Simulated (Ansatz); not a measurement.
Run this with Ansatz 0.2.0 through its Python package and show what comes out.

Input file `fhzn.xyz`:
```text
3

F    -1.26977    0.74323   -0.61062
Zn    0.05923   -0.03233    0.02875
H     1.21054   -0.71090    0.58187
```

`fhzn.py`
```python
"""Vertical ionisation energy of FHZn."""

import ansatz as az


def single_point(molecule, charge=0, unpaired=0):
    calc = molecule.calculation().basis(gaussian="6-31G*").functional("r2SCAN")
    if charge:
        calc = calc.charge(charge)
    if unpaired:
        calc = calc.spin("collinear", total=unpaired)
    report = calc.run(threads=1).report
    if report["published_state_doubts"]:
        print("  doubts:", report["published_state_doubts"])
    return report["free_energy_ev"]

geometry = az.Crystal.molecule_from_extxyz("fhzn.xyz")

# total-energy differences at one geometry
parent = single_point(geometry, 0, 0)
cation = single_point(geometry, 1, 1)
print(f"E(N)   = {parent:.5f} eV")
print(f"E(N-1) = {cation:.5f} eV  (1 unpaired)")
print(f"vertical ionisation energy {cation - parent:.3f} eV")
```

```console
$ python fhzn.py
E(N)   = -51142.58956 eV
E(N-1) = -51130.50000 eV  (1 unpaired)
vertical ionisation energy 12.090 eV
```

At this unrelaxed geometry removing an electron costs 12.09 eV.

Notes:
- Total energies depend on the basis set; only differences at equal settings carry meaning.
- The geometry is a force-field or estimated start, not a minimum of this method, and the basis set is short of its limit. All parts are taken at fixed geometry, without zero-point energy. At an unrelaxed start these energies can be a whole eV from those at the minimum, and a small affinity can change sign.
- The whole script took 38 s on 1 thread of Arm Neoverse V1, with other jobs on the host, peak memory 0.21 GiB.
